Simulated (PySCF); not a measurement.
# Co₃O⁺: singlet, from a trigonal pyramidal start

The task is one start of a wider search on Co₃O⁺: the singlet, from a trigonal pyramidal start. It is relaxed, tested by its Hessian and followed downhill if it is a saddle.

Program: PySCF 2.14.0. Level of theory: PBE0, basis O def2-SVP, Co def2-SVP, no relativity, density fitting. These are calculated values, not measurements.

## (1) Starting geometry

4 atoms, charge 1, spin multiplicity 1.

Bond lengths: O1–Co2 1.705 Å, O1–Co3 1.705 Å, O1–Co4 1.705 Å. Angles: Co2–O1–Co3 99.8°, Co2–O1–Co4 99.8°, Co3–O1–Co4 99.8°.

```xyz
4
charge 1 multiplicity 1
O     0.0000    0.0000    0.0000
Co    1.5056    0.0000    0.8005
Co   -0.7528    1.3039    0.8005
Co   -0.7528   -1.3039    0.8005
```

## (2) First SCF at the start

One driver script runs all steps and calls PySCF; scf.py shows how it sets up the SCF of each step. The optimiser is the driver's own. After this first run the driver tries any further starts and a stability analysis.

File scf.py:

```python
from pyscf import gto, scf, dft
mol = gto.M(atom='''
O      0.000000     0.000000     0.000000
Co     1.505600     0.000000     0.800500
Co    -0.752800     1.303900     0.800500
Co    -0.752800    -1.303900     0.800500''',
    basis={'O': 'def2-SVP', 'Co': 'def2-SVP'},
    charge=1, spin=0)
mf = dft.RKS(mol, xc='PBE0')
mf.grids.atom_grid = (50, 194)
aux = {'O': 'def2-universal-JKFIT', 'Co': 'def2-universal-JKFIT'}
mf = mf.density_fit(auxbasis=aux)
mf.conv_tol = 1e-08
mf.diis_space = 10
mf.max_cycle = 60
mf.init_guess = 'minao'
mf.verbose = 4
mf.kernel()
```

Run with:

```bash
OMP_NUM_THREADS=2 python axn.py task.json out
```

What it wrote:

```text
init E= -4219.8316081084
  HOMO = 0.271283955292412  LUMO = 0.316042800016596  gap/eV = 1.21795
cycle= 1 E= -4183.61274503182  delta_E= 36.2  |g|= 7.15  |ddm|= 36.3
  HOMO = -2.89686514562449  LUMO = -2.18543722869519  gap/eV = 19.35894
cycle= 2 E= -4189.48509244703  delta_E= -5.87  |g|= 8.52  |ddm|= 36.7
  HOMO = -1.70667253947482  LUMO = -1.70306103384262  gap/eV = 0.09827
cycle= 3 E= -4217.29978656634  delta_E= -27.8  |g|=  4.6  |ddm|= 5.85
  HOMO = -0.9985753128848  LUMO = -0.655308790998427  gap/eV = 9.34076
cycle= 4 E= -4208.59289541014  delta_E= 8.71  |g|= 7.23  |ddm|= 3.98
  HOMO = -1.2292312607986  LUMO = -0.769014180729114  gap/eV = 12.52314
cycle= 5 E= -4205.7323528491  delta_E= 2.86  |g|= 7.94  |ddm|= 0.919
  HOMO = -0.915054398814279  LUMO = -0.716516760703015  gap/eV = 5.40248
cycle= 6 E= -4213.21086690273  delta_E= -7.48  |g|= 6.91  |ddm|= 1.55
  HOMO = -0.702977950465136  LUMO = -0.577658225945992  gap/eV = 3.41012
cycle= 7 E= -4219.04949917688  delta_E= -5.84  |g|= 4.07  |ddm|= 1.51
  HOMO = -0.404025273945656  LUMO = -0.369948722929651  gap/eV = 0.92727
cycle= 8 E= -4215.37566399855  delta_E= 3.67  |g|= 5.71  |ddm|=  2.7
  HOMO = -0.564692711203786  LUMO = -0.409982293462281  gap/eV = 4.20988
cycle= 9 E= -4218.19331012527  delta_E= -2.82  |g|= 4.64  |ddm|= 2.76
  HOMO = -0.567526339655028  LUMO = -0.415245807703196  gap/eV = 4.14376
cycle= 10 E= -4218.52171549182  delta_E= -0.328  |g|= 4.44  |ddm|= 0.117
  HOMO = -0.556322666770725  LUMO = -0.417201571429641  gap/eV = 3.78568
cycle= 11 E= -4219.09226569404  delta_E= -0.571  |g|= 4.03  |ddm|= 0.295
  HOMO = -0.293590309682685  LUMO = -0.239472618090634  gap/eV = 1.47262
cycle= 12 E= -4221.03071027251  delta_E= -1.94  |g|= 1.75  |ddm|= 1.39
  HOMO = -0.305270017099808  LUMO = -0.266569477554172  gap/eV = 1.05310
cycle= 13 E= -4221.19915023414  delta_E= -0.168  |g|= 1.53  |ddm|=  1.1
  HOMO = -0.329578902403602  LUMO = -0.28079419707244  gap/eV = 1.32750
cycle= 14 E= -4221.53136737158  delta_E= -0.332  |g|= 0.521  |ddm|= 0.618
  HOMO = -0.311998485382685  LUMO = -0.261170900711551  gap/eV = 1.38309
cycle= 15 E= -4221.37644788095  delta_E= 0.155  |g|= 1.11  |ddm|= 0.678
  HOMO = -0.307506079711761  LUMO = -0.258237655363778  gap/eV = 1.34066
cycle= 16 E= -4221.40323513163  delta_E= -0.0268  |g|= 1.04  |ddm|= 0.105
  HOMO = -0.304686883441478  LUMO = -0.2574744317309  gap/eV = 1.28472
cycle= 17 E= -4221.28540620454  delta_E= 0.118  |g|= 1.38  |ddm|= 0.401
  HOMO = -0.310563317438175  LUMO = -0.262245069962336  gap/eV = 1.31481
cycle= 18 E= -4221.39853413237  delta_E= -0.113  |g|= 1.05  |ddm|= 0.307
  HOMO = -0.312439353872052  LUMO = -0.262389773323224  gap/eV = 1.36192
cycle= 19 E= -4221.47629323654  delta_E= -0.0778  |g|= 0.799  |ddm|= 0.148
  HOMO = -0.317071261422703  LUMO = -0.26409142660734  gap/eV = 1.44165
cycle= 20 E= -4221.54009612131  delta_E= -0.0638  |g|= 0.541  |ddm|= 0.249
  HOMO = -0.328170365141014  LUMO = -0.268410727524294  gap/eV = 1.62614
cycle= 21 E= -4221.57884061158  delta_E= -0.0387  |g|= 0.325  |ddm|= 0.43
  HOMO = -0.332970674149841  LUMO = -0.265559458827986  gap/eV = 1.83435
cycle= 22 E= -4221.60573989741  delta_E= -0.0269  |g|= 0.0815  |ddm|= 0.516
  HOMO = -0.335131345127919  LUMO = -0.266180001989014  gap/eV = 1.87626
cycle= 23 E= -4221.60821782839  delta_E= -0.00248  |g|= 0.0349  |ddm|= 0.106
  HOMO = -0.336636884213024  LUMO = -0.261005110441339  gap/eV = 2.05805
cycle= 24 E= -4221.61135511376  delta_E= -0.00314  |g|= 0.0409  |ddm|= 0.251
  HOMO = -0.336489914684132  LUMO = -0.256820279100357  gap/eV = 2.16792
cycle= 25 E= -4221.61253742447  delta_E= -0.00118  |g|= 0.0323  |ddm|= 0.141
  HOMO = -0.337785711334411  LUMO = -0.254488140409679  gap/eV = 2.26664
cycle= 26 E= -4221.61324936492  delta_E= -0.000712  |g|= 0.0136  |ddm|= 0.133
  HOMO = -0.338323330378749  LUMO = -0.253799879486527  gap/eV = 2.30000
cycle= 27 E= -4221.61340338221  delta_E= -0.000154  |g|= 0.00756  |ddm|= 0.0435
  HOMO = -0.338763150083492  LUMO = -0.254103466521972  gap/eV = 2.30371
cycle= 28 E= -4221.61348201233  delta_E= -7.86e-05  |g|= 0.00522  |ddm|= 0.0308
  HOMO = -0.339296972916377  LUMO = -0.252547771924793  gap/eV = 2.36057
cycle= 29 E= -4221.61361338048  delta_E= -0.000131  |g|= 0.00588  |ddm|= 0.0757
  HOMO = -0.339533425684618  LUMO = -0.252297743356921  gap/eV = 2.37380
cycle= 30 E= -4221.61365609079  delta_E= -4.27e-05  |g|= 0.00344  |ddm|= 0.0316
  HOMO = -0.339579596897449  LUMO = -0.251970792044441  gap/eV = 2.38396
cycle= 31 E= -4221.61368530128  delta_E= -2.92e-05  |g|= 0.00294  |ddm|= 0.0297
  HOMO = -0.339540819127092  LUMO = -0.251832681420325  gap/eV = 2.38666
cycle= 32 E= -4221.61370440604  delta_E= -1.91e-05  |g|= 0.00227  |ddm|= 0.0202
  HOMO = -0.339625677036514  LUMO = -0.251830405205396  gap/eV = 2.38903
cycle= 33 E= -4221.61372384388  delta_E= -1.94e-05  |g|= 0.00184  |ddm|= 0.0225
  HOMO = -0.339583528425911  LUMO = -0.251837043978073  gap/eV = 2.38770
cycle= 34 E= -4221.61375124841  delta_E= -2.74e-05  |g|= 0.0024  |ddm|= 0.0392
  HOMO = -0.339690038828366  LUMO = -0.251814398227488  gap/eV = 2.39122
cycle= 35 E= -4221.61377644011  delta_E= -2.52e-05  |g|= 0.00165  |ddm|= 0.0497
  HOMO = -0.339731123030226  LUMO = -0.25184986678851  gap/eV = 2.39137
cycle= 36 E= -4221.61378518259  delta_E= -8.74e-06  |g|= 0.000788  |ddm|= 0.0224
  HOMO = -0.33979131777938  LUMO = -0.251877241335598  gap/eV = 2.39226
cycle= 37 E= -4221.61378887385  delta_E= -3.69e-06  |g|= 0.000654  |ddm|= 0.00942
  HOMO = -0.339798497798386  LUMO = -0.251912909275038  gap/eV = 2.39149
cycle= 38 E= -4221.61379411699  delta_E= -5.24e-06  |g|= 0.000748  |ddm|= 0.0161
  HOMO = -0.339825662930635  LUMO = -0.251877464192611  gap/eV = 2.39319
cycle= 39 E= -4221.61380180117  delta_E= -7.68e-06  |g|= 0.000498  |ddm|= 0.0268
  HOMO = -0.339827415341357  LUMO = -0.251877700334951  gap/eV = 2.39323
cycle= 40 E= -4221.61380662628  delta_E= -4.83e-06  |g|= 0.000428  |ddm|= 0.0196
  HOMO = -0.339779333557046  LUMO = -0.251818538465971  gap/eV = 2.39354
cycle= 41 E= -4221.61381029908  delta_E= -3.67e-06  |g|= 0.000612  |ddm|= 0.0217
  HOMO = -0.339776534390253  LUMO = -0.251825492468369  gap/eV = 2.39327
cycle= 42 E= -4221.61381172584  delta_E= -1.43e-06  |g|= 0.000389  |ddm|= 0.0111
  HOMO = -0.33977239052109  LUMO = -0.25184456740625  gap/eV = 2.39264
cycle= 43 E= -4221.61381245513  delta_E= -7.29e-07  |g|= 0.000283  |ddm|= 0.00522
  HOMO = -0.339780507778096  LUMO = -0.251866531966267  gap/eV = 2.39226
cycle= 44 E= -4221.61381297336  delta_E= -5.18e-07  |g|= 0.000351  |ddm|= 0.00431
  HOMO = -0.339759952992525  LUMO = -0.251870657681921  gap/eV = 2.39159
cycle= 45 E= -4221.61381384363  delta_E= -8.7e-07  |g|= 0.000241  |ddm|= 0.0089
  HOMO = -0.339777822296188  LUMO = -0.251864184487426  gap/eV = 2.39225
cycle= 46 E= -4221.61381413815  delta_E= -2.95e-07  |g|= 0.000475  |ddm|= 0.00394
  HOMO = -0.339767591069793  LUMO = -0.251862614303706  gap/eV = 2.39202
cycle= 47 E= -4221.61381458616  delta_E= -4.48e-07  |g|= 0.00019  |ddm|= 0.00688
  HOMO = -0.339779173196981  LUMO = -0.251857724046805  gap/eV = 2.39246
cycle= 48 E= -4221.61381483961  delta_E= -2.53e-07  |g|= 0.000156  |ddm|= 0.00714
  HOMO = -0.339789406321771  LUMO = -0.251856810431415  gap/eV = 2.39277
cycle= 49 E= -4221.61381492922  delta_E= -8.96e-08  |g|= 7.76e-05  |ddm|= 0.00437
  HOMO = -0.339792009375164  LUMO = -0.251848641384  gap/eV = 2.39306
cycle= 50 E= -4221.61381494202  delta_E= -1.28e-08  |g|= 5.24e-05  |ddm|= 0.00145
  HOMO = -0.339790945545679  LUMO = -0.251846478253936  gap/eV = 2.39309
cycle= 51 E= -4221.61381494559  delta_E= -3.58e-09  |g|= 2.87e-05  |ddm|= 0.00154
  HOMO = -0.339788650327423  LUMO = -0.251844390291485  gap/eV = 2.39309
Extra cycle  E= -4221.61381494647  delta_E= -8.77e-10  |g|= 7.77e-05  |ddm|= 0.000151
converged SCF energy = -4221.61381494647
```

This step, with its further starts and checks, took 2 min on 2 threads, shared host.

The starts that the driver tried:

```
                      start   energy (Eh)
    the minimal-basis guess  -4221.613815
a thermally smeared density  -4221.629947
      a smeared PBE density  -4221.629947
```

This is not the lowest solution: one lies 42.4 kJ/mol lower, at -4221.62995 Eh, and the relaxation starts from that.

## (3) Trigonal pyramidal start, singlet: relaxation

The program finds C3v symmetry in the start, which this walk keeps. Threshold on the gradient: 0.0003 Eh/bohr, with a further test on the energy change.

scf.py, as its differences from that of step 2:

```diff
@@ -3,4 +3,4 @@
-O      0.000000     0.000000     0.000000
-Co     1.505600     0.000000     0.800500
-Co    -0.752800     1.303900     0.800500
-Co    -0.752800    -1.303900     0.800500''',
+O      0.000000    -0.000000    -0.734088
+Co     1.505607    -0.000006     0.066412
+Co    -0.752798     1.303897     0.066412
+Co    -0.752809    -1.303891     0.066412''',
@@ -16 +15,0 @@
-mf.init_guess = 'minao'
```

Steps of the walk:

| step | energy (Eh) | change (kJ/mol) | largest symmetric gradient (Eh/bohr) |
| --- | --- | --- | --- |
| 0 | -4221.629947 | 0.00 | 0.06659 |
| 1 | -4221.652810 | -60.03 | 0.04640 |
| 2 | -4221.696012 | -173.45 | 0.04645 |
| 3 | -4221.701594 | -188.11 | 0.04788 |
| 4 | -4221.706025 | -199.74 | 0.02514 |
| 5 | -4221.707281 | -203.04 | 0.00548 |
| 6 | -4221.707334 | -203.18 | 0.00042 |
| 7 | -4221.707335 | -203.18 | 0.00003 |

The walk took 57 s.

Geometry (Å) and forces (eV/Å) at some steps:

```
step 0
O    0.000   0.000  -0.734  -0.013   0.000  -3.424
Co   1.506   0.000   0.066  -1.492   0.001   1.157
Co  -0.753   1.304   0.066   0.752  -1.305   1.133
Co  -0.753  -1.304   0.066   0.752   1.304   1.134
step 1
O    0.000   0.000  -0.832  -0.012   0.000  -2.386
Co   1.465   0.000   0.099  -2.240   0.000   0.811
Co  -0.733   1.269   0.099   1.126  -1.941   0.787
Co  -0.733  -1.269   0.099   1.126   1.941   0.787
step 4
O    0.000   0.000  -1.124  -0.006   0.000   1.293
Co   1.258   0.000   0.196  -0.541   0.000  -0.411
Co  -0.629   1.090   0.196   0.274  -0.467  -0.441
Co  -0.629  -1.090   0.196   0.274   0.467  -0.441
step 7
O    0.000   0.000  -1.089  -0.003   0.000   0.000
Co   1.253   0.000   0.185   0.002   0.000   0.026
Co  -0.626   1.085   0.185   0.000  -0.004  -0.013
Co  -0.626  -1.085   0.185   0.000   0.004  -0.013
```

It settles in C3v symmetry, 203.2 kJ/mol below the start, after 7 steps: Co–Co 2.170 Å (×3), O–Co 1.786 Å (×3); Co–Co–Co 60.0° (×3), Co–Co–O 52.6° (×6), Co–O–Co 74.8° (×3).

## (4) Hessian and properties

On the finer grid the gradient is checked again; gradients at displacements of ±0.02 bohr then give force constants and infrared intensities.

scf.py, as its differences from that of step 3:

```diff
@@ -3,4 +3,4 @@
-O      0.000000    -0.000000    -0.734088
-Co     1.505607    -0.000006     0.066412
-Co    -0.752798     1.303897     0.066412
-Co    -0.752809    -1.303891     0.066412''',
+O      0.000000    -0.000000    -1.165099
+Co     1.253910    -0.000005     0.104804
+Co    -0.626951     1.085921     0.104804
+Co    -0.626960    -1.085916     0.104804''',
@@ -10 +10 @@
-mf.grids.atom_grid = (50, 194)
+mf.grids.atom_grid = (75, 302)
@@ -13 +13 @@
-mf.conv_tol = 1e-08
+mf.conv_tol = 1e-10
```

This SCF starts from the last density.

Log of the central SCF (cycles and frontier levels):

```text
init E= -4221.70768366779
  HOMO = -0.405330919625951  LUMO = -0.265031435890132  gap/eV = 3.81774
cycle= 1 E= -4221.70768361947  delta_E= 4.83e-08  |g|= 0.00057  |ddm|= 0.000309
  HOMO = -0.405291562192155  LUMO = -0.265040214200532  gap/eV = 3.81643
cycle= 2 E= -4221.707679265  delta_E= 4.35e-06  |g|= 0.00541  |ddm|= 0.00292
  HOMO = -0.405338263166044  LUMO = -0.265037831953533  gap/eV = 3.81777
cycle= 3 E= -4221.70768366779  delta_E= -4.4e-06  |g|= 6.14e-05  |ddm|= 0.00264
  HOMO = -0.405334618356809  LUMO = -0.265034246810552  gap/eV = 3.81777
cycle= 4 E= -4221.7076836684  delta_E= -6.07e-10  |g|= 5.53e-06  |ddm|= 3.72e-05
  HOMO = -0.405334401709009  LUMO = -0.265034024407448  gap/eV = 3.81777
cycle= 5 E= -4221.7076836684  delta_E= -2.73e-12  |g|= 2.31e-06  |ddm|= 5.82e-06
  HOMO = -0.405334506093026  LUMO = -0.265034315887301  gap/eV = 3.81776
Extra cycle  E= -4221.70768366838  delta_E= 2.55e-11  |g|= 1.4e-05  |ddm|= 1.29e-05
converged SCF energy = -4221.70768366838
```

The whole step took 1.9 min.

Geometry: C3v; Co–Co 2.172 Å (×3), O–Co 1.785 Å (×3); Co–Co–Co 60.0° (×3), Co–Co–O 52.5° (×6), Co–O–Co 75.0° (×3).

Modes, for the most abundant isotopes:

```
symmetry  ω (cm⁻¹)  IR (km/mol)
       e       272          0.1
      a1       369          6.6
       e       535         25.5
      a1       743         63.5
```

All wavenumbers are real: a minimum.

Properties at this point:

```yaml
Dipole_moment_about_the_centre_of_mass: 2.75 D
Highest_occupied_level: -11.03 eV
Lowest_empty_level: -7.21 eV
Rotational_constants: 0.1036, 0.1036, 0.06064 cm⁻¹
Zero-point_energy: 16.3 kJ/mol
Principal_polarisabilities: 39.3, 59.9, 59.9 bohr³
Principal_traceless_quadrupole_moments_about_the_centre_of_mass: -16.46, 8.23, 8.23 D Å
Entropy_at_298.15_K_and_1_bar: 303.3 J/(mol K)
Heat_capacity_Cp_at_298.15_K: 67.1 J/(mol K)
Enthalpy_at_298.15_K_above_0_K: 14.51 kJ/mol
Rotational_symmetry_number: 3
```

Populations by atom (charges in e):

```tsv
atom	Mulliken	Löwdin	polar tensor	Mayer order to O1
O1	-0.52	-0.21	-0.57	–
Co2,3,4	0.51	0.40	0.52	0.74
```

Mulliken populations on O1: s 3.89, p 4.61, d 0.01.

## (5) Stability of the closed shell

At the lowest minimum the closed shell is tested against spin polarisation, on the (50, 194) grid. It is unstable: an open-shell solution lies lower. That solution was not followed to a minimum here.

## (6) Outcome

| quantity | value |
| --- | --- |
| minimum | singlet, C3v (closed shell, unstable towards spin polarisation) |
| geometry | Co–Co 2.172 Å (×3), O–Co 1.785 Å (×3); Co–Co–Co 60.0° (×3), Co–Co–O 52.5° (×6), Co–O–Co 75.0° (×3) |
| wavenumbers (cm⁻¹) | 272 (e), 369 (a1), 535 (e), 743 (a1) |
| dipole moment (centre of mass) | 2.75 D |
| highest occupied, lowest empty level | -11.03, -7.21 eV |
| polar-tensor charge of O1 | -0.57 e |
| zero-point energy | 16.3 kJ/mol |

What this shows: The trigonal pyramidal start keeps its C3v symmetry and ends in a minimum. The strongest infrared band lies at 743 cm⁻¹ (a1). The first SCF alone would have been 42 kJ/mol too high. Only this shape and spin were tried, so other structures or states may lie lower. Spin polarisation would lower this closed shell, so its numbers describe a constrained state.

The search up to here took 5 min on 2 threads, shared host.
